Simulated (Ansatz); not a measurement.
Working through a formation energy from the elements of Sn2PdAu and its elements

With Ansatz's Python interface.

At the Python prompt:
```pycon
>>> from collections import Counter
>>> import warnings
>>> import ansatz
>>> import numpy as np
>>> PHASES = {
...     "Sn2PdAu": (
...         [(4.16302, 0.0, 0.0), (-2.08151, 3.60528, 0.0), (0.0, 0.0, 5.6983)],
...         [
...             ("Sn", (1 / 3, 2 / 3, 0.23547)),
...             ("Sn", (2 / 3, 1 / 3, 0.76453)),
...             ("Pd", (0.0, 0.0, 0.0)),
...             ("Au", (0.0, 0.0, 0.5)),
...         ],
...     ),
...     "Sn": (
...         [(0.0, 3.23334, 3.23334), (3.23334, 0.0, 3.23334), (3.23334, 3.23334, 0.0)],
...         [
...             ("Sn", (0.0, 0.0, 0.0)),
...             ("Sn", (0.25, 0.25, 0.25)),
...         ],
...     ),
...     "Pd": (
...         [(0.0, 1.9465, 1.9465), (1.9465, 0.0, 1.9465), (1.9465, 1.9465, 0.0)],
...         [
...             ("Pd", (0.0, 0.0, 0.0)),
...         ],
...     ),
...     "Au": (
...         [(0.0, 2.035, 2.035), (2.035, 0.0, 2.035), (2.035, 2.035, 0.0)],
...         [
...             ("Au", (0.0, 0.0, 0.0)),
...         ],
...     ),
... }
>>> def build(vectors, sites):
...     crystal = ansatz.Crystal(lattice=ansatz.Lattice.of(vectors))
...     for symbol, position in sites:
...         crystal = crystal.atom(symbol, position)
...     return crystal
...
>>> def solve(name, crystal):
...     calc = (
...         crystal.calculation()
...         .functional("pbesol")
...         .basis(16 * ansatz.Ha)
...         .kpoints(spacing=0.27)
...         .occupations("fermi_dirac", width=0.1)
...         .stress()
...     )
...     calc = calc.relax(force_tolerance=0.03, max_steps=40, cell=True)
...     return calc.run(threads=1)
...
>>> def counts(outcome):
...     return Counter(site.symbol for site in outcome.lattice.sites)
...
>>> def formation_energy(outcome, mu):
...     n = counts(outcome)
...     return (outcome.report["energy_sigma0_ev"] - sum(k * mu[element] for element, k in n.items())) / sum(n.values())
...
>>> def volume_per_atom(outcome):
...     return abs(np.linalg.det(outcome.lattice.cell_ang)) / len(outcome.lattice.sites)
...
>>> warnings.simplefilter("ignore")
>>> phases = {name: build(*cell) for name, cell in PHASES.items()}
>>> done = {}
>>> for name, crystal in phases.items():
...     done[name] = solve(name, crystal)
...     print(f"{name}: {done[name].report['energy_sigma0_ev']:.4f} eV, {len(done[name].lattice.sites)} atoms")
...
Sn2PdAu: -31814.8326 eV, 4 atoms
Sn: -11899.4902 eV, 2 atoms
Pd: -6906.6348 eV, 1 atoms
Au: -13007.0775 eV, 1 atoms
>>> # chemical potentials of the elements at zero temperature
>>> references = {"Sn": "Sn", "Pd": "Pd", "Au": "Au"}
>>> mu = {element: done[name].report["energy_sigma0_ev"] / len(done[name].lattice.sites) for element, name in references.items()}
>>> target = done["Sn2PdAu"]
>>> heat = formation_energy(target, mu)
>>> rows = [(name, len(o.lattice.sites), volume_per_atom(o), formation_energy(o, mu)) for name, o in done.items()]
>>> print("     phase       atoms  V (A^3/atom)  E_form (eV/atom)")
     phase       atoms  V (A^3/atom)  E_form (eV/atom)
>>> for row in rows:
...     print(f"{str(row[0]):>10}  {row[1]:10d}  {row[2]:12.3f}  {row[3]:16.4f}")
...
   Sn2PdAu           4        20.909           -0.4075
        Sn           2        35.039            0.0000
        Pd           1        14.606            0.0000
        Au           1        17.054            0.0000
```

Reading the output:
- Total energies depend on the potentials; only differences at equal settings carry meaning.
- The run is spin-unpolarised.
- For the metals among these phases the mesh is modest: differences between phases can be off by up to 40 meV an atom.
- Spin-orbit coupling, which matters for elements this heavy, is left out.
- The cells come from databases of deposited and of computed structures, and not all need be stable phases.
- The compound is the structure given, not necessarily its lowest; energies are at zero temperature, with no correction for gases. A semilocal functional's error on such energies is often 0.05 to 0.1 eV an atom, and 0.1 to 0.3 eV against gases such as O2 or F2.
- Finished in 51 s on 1 thread of Arm Neoverse V1, on a shared host, peak memory 0.5 GiB.
